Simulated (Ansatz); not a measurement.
# Si: the cost of one run

Computed with Ansatz 0.2.0 through its Python package. Level of theory: DFT LDA, all-electron LAPW.

**1. The system**

The structure is tetragonal, space group I4/mmm (No. 139). The conventional cell has a = 3.254 Å, b = 3.254 Å, c = 2.641 Å, α = 90.00°, β = 90.00°, γ = 90.00°. Si (site symmetry 4/mmm) is surrounded by 10 Si at 2.64 to 2.65 Å.

The script holds or builds the structure itself.

**2. The script**

eos_lapw_si.py reads:

```python
# -*- coding: utf-8 -*-
"""All-electron equation of state of Si."""

import ansatz
from ase.eos import EquationOfState
from ase.units import GPa
import numpy as np

vectors0 = np.array([
    [-1.626915, 1.626915, 1.32033],
    [1.626915, -1.626915, 1.32033],
    [1.626915, 1.626915, -1.32033],
])
sites = [
    ("Si", (0.0, 0.0, 0.0)),
]


def make_crystal(cell):
    crystal = ansatz.Crystal(lattice=ansatz.Lattice.of(cell))
    for symbol, position in sites:
        crystal = crystal.atom(symbol, position)
    return crystal

volumes, energies = [], []
for scale in np.linspace(0.94, 1.06, 5):
    cell = vectors0 * scale ** (1 / 3)
    setup = (
        make_crystal(cell).calculation()
        .occupations(ansatz.OccupationsMethod.FERMI_DIRAC, width=0.2)
        .functional(ansatz.Functional.LDA)
        .kpoints(14, 14, 14)
        .pseudopotentials("all_electron", lapw=True)
    )
    rep = setup.run(threads=1).report
    volumes.append(abs(np.linalg.det(cell)) / len(sites))
    energies.append(rep["free_energy_ev"] / len(sites))
    print(f"{scale:.3f} {volumes[-1]:9.4f} A^3/atom {energies[-1]:16.5f} eV/atom  (estimated basis error {1000 * rep['lapw_basis_errors']['total_ev_per_atom']:.2f} meV/atom)")
v0, e0, bulk = EquationOfState(volumes, energies, eos="birchmurnaghan").fit()
print(f"V0 = {v0:.4f} A^3/atom, B0 = {bulk / GPa:.1f} GPa")
```

**3. The calls as engine input**

The package turns the script's settings into the engine's input (first run):

```yaml
crystal:
  lattice:
    - [-1.5937033340609776, 1.5937033340609776, 1.2933769269204174]
    - [1.5937033340609776, -1.5937033340609776, 1.2933769269204174]
    - [1.5937033340609776, 1.5937033340609776, -1.2933769269204174]
  atoms:
    - { symbol: Si, position: [0.0, 0.0, 0.0] }
kpoints:
  mp_grid:
    grid: [14, 14, 14]
hamiltonian:
  xc: lda
  pseudopotentials:
    kind: all_electron
    lapw: {}
scf:
  occupations:
    method: fermi_dirac
    width: 0.2
```

**4. Running it**

On the command line:

```
$ python eos_lapw_si.py
```

Q: Estimate wall time and peak memory on 1 thread of Arm Neoverse V2, shared host.

About 20 s, with a peak of 0.35 GiB.
